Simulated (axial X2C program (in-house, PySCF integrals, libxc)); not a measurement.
**Linear ClSbCl at several levels**

How do method and spin–orbit coupling move the bonds and stretches of ClSbCl, held linear?

Computed with an in-house X2C program for linear molecules on PySCF integrals. Level: all-electron X2C, two-component (2c) or spin-free, Cl dyall-av3z, Sb dyall-v3z.

All values are calculated.

2 further runs of the same task are left out: 2 set aside as unsound or not needed.

## 1. Set-up

Contents of task.json:

```json
{
 "zs": [
  17,
  51,
  17
 ],
 "q": 0,
 "bas": [
  "dyall-av3z",
  "dyall-v3z",
  "dyall-av3z"
 ],
 "r0": [
  2.39,
  2.39
 ],
 "symm": 1,
 "scan": [
  "PBE0",
  "HF",
  "PBE"
 ],
 "levels": [
  "PBE0",
  "HF",
  "PBE"
 ],
 "nst": 2
}
```

Keys: zs atomic numbers; q charge; bas basis sets; r0 starting distance in Å; symm equal bonds; scan levels of the two-bond scan (MP2 follows by itself at each HF point); levels methods; nst determinants followed.

Started as:

```
> python solin.py task.json out
```

Masses Cl 34.969, Sb 120.904, Cl 34.969 u.

## 2. Scan at PBE0, 2c

State: Ω = 1/2 (beyond evenly filled blocks: ω = 1/2). Energies above the lowest point, from the job's result record:

```
r(Cl–Sb) (Å)  r(Sb–Cl) (Å)  E (meV)
      2.3956        2.3956    60.15
      2.3956        2.4570    25.52
      2.3956        2.5184    28.91
      2.4570        2.3956    25.52
      2.4570        2.4570     0.00
      2.4570        2.5184    11.89
      2.4570        2.5798    52.99
      2.5184        2.3956    28.91
      2.5184        2.4570    11.89
      2.5184        2.5184    31.72
      2.5798        2.4570    52.99
      2.5798        2.5798   135.61
```

A quadratic surface with cubic terms in each bond gives the minimum at 2.465 and 2.465 Å, force constants 1.53, 1.53 and coupling 0.34 mdyn/Å.

## 3. Scan at HF, 2c

State: Ω = 1/2 (beyond evenly filled blocks: ω = 1/2). Energies above the lowest point, from the job's result record:

```
r(Cl–Sb) (Å)  r(Sb–Cl) (Å)  E (meV)
      2.3956        2.3956   108.37
      2.3956        2.4570    51.43
      2.3956        2.5184    33.35
      2.4570        2.3956    51.43
      2.4570        2.4570     6.62
      2.4570        2.5184     0.00
      2.4570        2.5798    23.37
      2.5184        2.3956    33.35
      2.5184        2.4570     0.00
      2.5184        2.5184     4.23
      2.5798        2.4570    23.37
      2.5798        2.5798    81.07
```

A quadratic surface with cubic terms in each bond gives the minimum at 2.489 and 2.489 Å, force constants 1.43, 1.43 and coupling 0.46 mdyn/Å.

## 4. Scan at PBE, 2c

State: Ω = 1/2 (beyond evenly filled blocks: ω = 1/2). Energies above the lowest point, from the job's result record:

```
r(Cl–Sb) (Å)  r(Sb–Cl) (Å)  E (meV)
      2.3956        2.3956    98.91
      2.3956        2.4570    47.86
      2.3956        2.5184    35.18
      2.4570        2.3956    47.86
      2.4570        2.4570     5.02
      2.4570        2.5184     0.00
      2.4570        2.5798    24.56
      2.5184        2.3956    35.18
      2.5184        2.4570     0.00
      2.5184        2.5184     2.10
      2.5798        2.4570    24.56
      2.5798        2.5798    70.59
```

A quadratic surface with cubic terms in each bond gives the minimum at 2.490 and 2.490 Å, force constants 1.41, 1.41 and coupling 0.30 mdyn/Å.

## 5. Comparison

| level | r(Cl–Sb) (Å) | r(Sb–Cl) (Å) | lower stretch (cm⁻¹) | upper stretch (cm⁻¹) |
| --- | --- | --- | --- | --- |
| PBE0, 2c | 2.465 | 2.465 | 301.1 | 302.4 |
| HF, 2c | 2.489 | 2.489 | 272.1 | 302.6 |
| PBE, 2c | 2.490 | 2.490 | 288.2 | 291.2 |
| MP2, 2c | 2.452 | 2.452 | 311.4 | 322.0 |
| PBE0, spin-free | 2.462 | 2.462 | 301.8 | 302.4 |
| HF, spin-free | 2.486 | 2.486 | 273.4 | 303.7 |
| PBE, spin-free | 2.488 | 2.488 | 288.7 | 290.8 |
| MP2, spin-free | 2.449 | 2.449 | 312.3 | 322.9 |

Scans not shown above were run alike.

In words: Over the levels the Cl–Sb bond spans 2.449 to 2.490 Å and the Sb–Cl bond 2.449 to 2.490 Å. At PBE0 going from spin-free to two-component moves the bonds by +0.003 and +0.003 Å. Each state is one determinant, the lowest of a limited PBE0 search; the stretches come from a fit to few points and are good to some per cent at best. The stretches are sorted by size, and where the two bonds are alike the symmetric and antisymmetric modes can swap order between levels. MP2 freezes inner shells (threshold -2 hartree). The molecule was held linear; bending was not examined, so a bent shape may lie lower. Note: functional without a current term on a determinant with orbital currents, of the molecule or an atom.
